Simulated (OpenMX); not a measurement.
GaF in OpenMX: the effect of biaxial strain

GaF:

```xyz
2
Lattice="3.0393 0.0000 0.0000 0.0000 3.0393 0.0000 0.0000 0.0000 3.1659" Properties=species:S:1:pos:R:3 pbc="T T T"
Ga    0.0000    0.0000    0.0000
F     1.5196    1.5196    1.5830
```

The cell was built by a generator and needn't be a form met in nature.

Alike in all runs:

- Program: OpenMX 3.8.5
- Task: band structure
- Functional: PBE
- Potentials or basis: OpenMX 2013 PBE set, Ga7.0-s3p2d2, F6.0-s2p2d1, grid cutoff 500 Ry
- k mesh: 7 × 7 × 7
- Occupations: fermi-dirac, width 0.05 eV
- Spin: no spin polarisation

| biaxial strain | pressure (GPa) |
| --- | --- |
| -4 % | 5.1 |
| -2 % | 2.6 |
| 0 % | ? |
| 2 % | -1.1 |
| 4 % | -2.6 |

Q: What does the run with biaxial strain 0 % give?

A: Pressure 0.5 GPa.

Worked out: A parabola through the other rows of the pressure, of slope -0.955 GPa per % there, gives 0.6 GPa, against the run's 0.5.

Caveats: the basis of atomic orbitals isn't converged, which shifts pressures, moduli and gaps.
